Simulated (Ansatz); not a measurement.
**BrH₃O₂Si: a ladder of functionals and wavefunction methods**

The task here is to estimate one member of a computed series from the others.

The runs use Ansatz 0.2.0, Gaussian basis; functionals in def2-TZVPP, the program's frozen cores in correlated methods.

The runs, in order: LDA (SPW92), PBE-D4, revPBE-D4, BLYP-D4, r2SCAN-D4, B97M-V, PBE0-D4, B3LYP-D4, r2SCANh-D4, r2SCAN0-D4, HSE06-D4, BHLYP-D4, CAM-B3LYP-D4, LC-ωPBE, ωB97X-V, ωB97M-V, B2PLYP, PBE-QIDH; CCSD(T)/def2-SVP; CCSD(T)/def2-TZVPP; MP2/def2-QZVPP; extrapolation to the limit; RPA on PBE.

**Structure used throughout**

The geometry comes from an earlier relaxation with PBE0-D4 in a triple-zeta def2 set; it is a stationary point, not always the lowest conformer.

SMILES `O[SiH](O)Br`, 7 atoms, charge 0, spin multiplicity 1.

Atoms are counted from 1 here; the program's logs count them from 0.

Bond lengths: O1–Si2 1.621 Å, O1–H5 0.959 Å, Si2–O3 1.631 Å, Si2–Br4 2.230 Å, Si2–H6 1.469 Å, O3–H7 0.958 Å. Angles: Si2–O1–H5 118.6°, O1–Si2–O3 109.9°, O1–Si2–Br4 111.9°, O1–Si2–H6 106.2°, O3–Si2–Br4 107.4°, O3–Si2–H6 113.6°, Br4–Si2–H6 107.9°, Si2–O3–H7 117.9°.

The first run:

Input file in.yaml:

```yaml
crystal:
  periodic: [false, false, false]
  atoms:
    - {symbol: O, position_ang: [0.103891, 1.557686, -0.261753]}
    - {symbol: Si, position_ang: [0.123681, 0.058071, 0.354311]}
    - {symbol: O, position_ang: [0.760325, -0.978419, -0.731688]}
    - {symbol: Br, position_ang: [-1.927656, -0.665468, 0.845350]}
    - {symbol: H, position_ang: [-0.311120, 1.697582, -1.115045]}
    - {symbol: H, position_ang: [0.886112, 0.139036, 1.607913]}
    - {symbol: H, position_ang: [0.425967, -1.876488, -0.744888]}
basis:
  gaussian: {orbitals: def2-TZVPP}
hamiltonian: {xc: lda}
output: {orbitals: {seedname: orbitals}}
```

Among the steps run: LDA; PBE-D4 (GGA); revPBE-D4 (GGA); BLYP-D4 (GGA); r2SCAN-D4 (meta-GGA); B97M-V (meta-GGA); PBE0-D4 (hybrid); B3LYP-D4 (hybrid); r2SCANh-D4 (hybrid); r2SCAN0-D4 (hybrid); HSE06-D4 (hybrid); BHLYP-D4 (hybrid); CAM-B3LYP-D4 (range-separated); LC-ωPBE-D4 (range-separated; the results give it without D4); ωB97X-V (range-separated); ωB97M-V (range-separated); B2PLYP (double hybrid); PBE-QIDH (double hybrid).

One of the session's tables, all rows but one given; the rest of the session is left out.

It belongs to the step «Frontier levels by functional». 

```
  functional  HOMO (eV)  LUMO (eV)  gap (eV)
 LDA (SPW92)      -7.43      -0.53      6.90
      PBE-D4      -7.26      -0.35      6.92
   revPBE-D4      -7.20      -0.26      6.95
     BLYP-D4      -7.09      -0.37      6.73
   r2SCAN-D4          ?          ?         ?
      B97M-V      -7.70      -0.06      7.64
     PBE0-D4      -8.61       0.57      9.18
    B3LYP-D4      -8.33       0.20      8.53
  r2SCANh-D4      -8.11       0.57      8.68
  r2SCAN0-D4      -8.84       0.98      9.82
    HSE06-D4      -8.21       0.20      8.40
    BHLYP-D4      -9.78       1.26     11.04
CAM-B3LYP-D4      -9.95       1.37     11.33
     LC-ωPBE     -11.37       2.73     14.10
     ωB97X-V     -11.00       2.52     13.52
     ωB97M-V     -10.85       2.09     12.94
```

**Question.** Estimate the row for r2SCAN-D4.

Worked estimate for «HOMO (eV)». Against the share of exact exchange, r2SCANh-D4 (0.1, -8.11), r2SCAN0-D4 (0.25, -8.84) give a slope of -4.87 per unit share; at 0 the line stands at -7.62.

As computed: HOMO (eV): -7.62; LUMO (eV): 0.27; gap (eV): 7.89. In «HOMO (eV)» the line misses by 0.00.
